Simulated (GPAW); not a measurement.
Ag in GPAW: the effect of functional

Slab: Ag, a slab with vacuum.

```
Ag
1.0
     2.88938    0.00000    0.00000
     0.00000    2.88938    0.00000
     0.00000    0.00000   25.21550
Ag
6
Cartesian
  1.4447 1.4447 7.5000
  0.0000 0.0000 9.5431
  1.4447 1.4447 11.5862
  0.0000 0.0000 13.6293
  1.4447 1.4447 15.6724
  0.0000 0.0000 17.7155
```

The slab is cut from a database's or a generator's crystal, which needn't be the stable form of the element.

The cell isn't the ideal one: the (1 0 0) slab of Ag, cut from the database cell, not relaxed.

Alike in all runs:

```yaml
Program: GPAW 26.7.0
Task: single point
Cutoff: 450 eV
Basis: pw
k_mesh: 9 × 9 × 1
Occupations: fermi-dirac, width 0.05 eV
Spin: no spin polarisation
```

Task: One run gave: largest force 0.29 eV/Å; work function 4.44 eV. Which functional did it use?
A. PBEsol
B. revPBE
C. WC
D. LDA
E. PBE

Result: A.

| functional | potentials or basis | largest force (eV/Å) | work function (eV) |
| --- | --- | --- | --- |
| LDA | the program's PAW data sets (release 1.2.1) made for this functional | 0.54 | 4.74 |
| PBE | GPAW PAW data sets (gpaw-data 1.2.1) | 0.17 | 4.31 |
| PBEsol | PAW data sets generated in the run's folder for this functional | 0.29 | 4.44 |
| RPBE | the program's PAW data sets (release 1.2.1) made for this functional | 0.30 | 4.10 |
| r2SCAN | GPAW PAW data sets (gpaw-data 1.2.1) | 0.18 | 4.26 |
| vdW-DF-cx | GPAW PAW data sets (gpaw-data 1.2.1) | 0.14 | 4.44 |
| BEEF-vdW | GPAW PAW data sets (gpaw-data 1.2.1) | 0.48 | 4.43 |
| revPBE | the program's PAW data sets (release 1.2.1) made for this functional | 0.25 | 4.13 |
| WC | PAW data sets generated in the run's folder for this functional | 0.26 | 4.42 |

Caveats: the PAW data sets were made with another functional, which shifts forces and pressure a little (some runs).
